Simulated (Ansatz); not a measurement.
# H₂OSeTe: functionals against CCSD(T) at one geometry

The task here is to estimate one member of a computed series from the others.

Program: Ansatz 0.2.0, Gaussian basis. Level of theory: single points in def2-TZVPP. These are calculated values, not measurements.

Cores are frozen in the correlated methods. Filled d shells of the heavier atoms are correlated. Core potentials replace the inner electrons past krypton, and spin-orbit coupling is left out.

## The starting structure

SMILES `O[Se][TeH]`, 5 atoms, charge 0, spin multiplicity 1.

Atoms are counted from 1 here; the program's logs count them from 0.

Bond lengths: O1–Se2 1.914 Å, O1–H4 1.107 Å, Se2–Te3 2.476 Å, Te3–H5 1.435 Å. Angles: Se2–O1–H4 95.9°, O1–Se2–Te3 97.6°, Se2–Te3–H5 97.4°.

Coordinates:

| atom | x (Å) | y (Å) | z (Å) |
| --- | --- | --- | --- |
| O1 | -1.0913 | -0.4810 | -0.8982 |
| Se2 | -0.5503 | -0.4098 | 0.9361 |
| Te3 | 1.4107 | 1.0736 | 0.6414 |
| H4 | -2.1054 | -0.0694 | -0.7347 |
| H5 | 2.3487 | 0.0638 | 0.2405 |

Set-up of the first run:

The input, run/in.yaml:

```yaml
crystal:
  periodic: [false, false, false]
  atoms:
    - {symbol: O, position_ang: [-1.091300, -0.481000, -0.898200]}
    - {symbol: Se, position_ang: [-0.550300, -0.409800, 0.936100]}
    - {symbol: Te, position_ang: [1.410700, 1.073600, 0.641400]}
    - {symbol: H, position_ang: [-2.105400, -0.069400, -0.734700]}
    - {symbol: H, position_ang: [2.348700, 0.063800, 0.240500]}
basis:
  gaussian: {orbitals: def2-TZVPP}
correlation: {method: ccsd_t}
output: {forces: true}
```

No record of the launch command was kept for these runs.

Steps of the session up to this table: CCSD(T)/def2-TZVPP; PBE0-D4/def2-TZVPP; wB97M-V/def2-TZVPP; r2SCAN-D4/def2-TZVPP; PBE-D4/def2-TZVPP; r2SCANh-D4/def2-TZVPP; r2SCAN0-D4/def2-TZVPP.

One table of the session follows, with a row left open; its other results are not shown here.

| method | RMS force component (eV/Å) | angle to CCSD(T) forces (°) | dipole (D) |
| --- | --- | --- | --- |
| CCSD(T) | 2.863 | reference | 1.04 |
| PBE0-D4 | 2.994 | 1.8 | 1.07 |
| wB97M-V | ? | ? | ? |
| r2SCAN-D4 | 2.925 | 1.6 | 1.01 |
| PBE-D4 | 2.894 | 5.5 | 1.01 |
| r2SCANh-D4 | 2.960 | 1.4 | 1.03 |
| r2SCAN0-D4 | 3.018 | 3.8 | 1.07 |

**Question.** Estimate the row for wB97M-V.

**Answer.** RMS force component (eV/Å): 2.939; angle to CCSD(T) forces (°): 2.5; dipole (D): 1.13. In the column «RMS force component (eV/Å)» it lies between r2SCAN-D4 (2.925) and r2SCANh-D4 (2.960).
